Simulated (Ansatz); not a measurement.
# Ta8N9: the cost of one run

Method: DFT PBE, scalar-relativistic, plane waves, PAW, in Ansatz 0.2.0.

### Step 1. The structure to begin with

It takes space group F-43m (No. 216, cubic). The conventional cell has a = 8.820 Å, b = 8.820 Å, c = 8.820 Å, α = 90.00°, β = 90.00°, γ = 90.00°. Ta (site symmetry 3m) has 7 N at 1.91 to 2.21 Å in its first shell of neighbours. Ta (site symmetry 3m) has 6 N at 2.21 Å in its first shell of neighbours. N (site symmetry 3m) is surrounded by 1 N at 1.91 Å and 6 Ta at 2.21 Å. Around N (site symmetry 3m) lie 6 Ta at 2.21 Å. Around N (site symmetry -43m) lie 4 Ta at 1.91 Å and 4 N at 1.91 Å.

Coordinates:

```
Ta N
1.0
     0.00000    4.41000    4.41000
     4.41000    0.00000    4.41000
     4.41000    4.41000    0.00000
Ta N
8 9
Direct
  0.00000 0.00000 0.00000
  0.00000 0.00000 0.50000
  0.00000 0.50000 0.00000
  0.00000 0.50000 0.50000
  0.50000 0.00000 0.00000
  0.50000 0.00000 0.50000
  0.50000 0.50000 0.00000
  0.50000 0.50000 0.50000
  0.25000 0.25000 0.25000
  0.25000 0.25000 0.75000
  0.25000 0.75000 0.25000
  0.25000 0.75000 0.75000
  0.75000 0.25000 0.25000
  0.75000 0.25000 0.75000
  0.75000 0.75000 0.25000
  0.75000 0.75000 0.75000
  0.12500 0.12500 0.12500
```

### Step 2. Relaxing cell and atoms: Ta8N9, no spin

input.yaml reads:

```yaml
crystal:
  lattice:
    - [0.0, 4.41, 4.41]
    - [4.41, 0.0, 4.41]
    - [4.41, 4.41, 0.0]
  atoms:
    - { symbol: Ta, position: [0.0, 0.0, 0.0] }
    - { symbol: Ta, position: [0.0, 0.0, 0.5] }
    - { symbol: Ta, position: [0.0, 0.5, 0.0] }
    - { symbol: Ta, position: [0.0, 0.5, 0.5] }
    - { symbol: Ta, position: [0.5, 0.0, 0.0] }
    - { symbol: Ta, position: [0.5, 0.0, 0.5] }
    - { symbol: Ta, position: [0.5, 0.5, 0.0] }
    - { symbol: Ta, position: [0.5, 0.5, 0.5] }
    - { symbol: "N", position: [0.25, 0.25, 0.25] }
    - { symbol: "N", position: [0.25, 0.25, 0.75] }
    - { symbol: "N", position: [0.25, 0.75, 0.25] }
    - { symbol: "N", position: [0.25, 0.75, 0.75] }
    - { symbol: "N", position: [0.75, 0.25, 0.25] }
    - { symbol: "N", position: [0.75, 0.25, 0.75] }
    - { symbol: "N", position: [0.75, 0.75, 0.25] }
    - { symbol: "N", position: [0.75, 0.75, 0.75] }
    - { symbol: "N", position: [0.125, 0.125, 0.125] }
scf:
  occupations: { method: gaussian, width: 0.2 }
output:
  forces: true
  stress: true
  eigenvalues: true
  write_density: true
  write_potential: true
  elf: true
  volumetric_format: npy
kpoints:
  mp_grid: { grid: [12, 12, 12] }
hamiltonian:
  xc: pbe
relax:
  f_tol: 0.003
  max_steps: 60
  cell: { stress_tol: 0.05 }
```

On the command line:

```bash
$ ansatz run input.yaml --threads 8 --pin off --max-ram 24576MiB --backend cpu --events-out ev --progress --plain --runs-dir out
```

What time and memory should one allow on 8 threads of Intel Xeon at 2.50GHz (Skylake/Cascade Lake), shared host?

About 5.4 min, with a peak of 1.6 GiB.
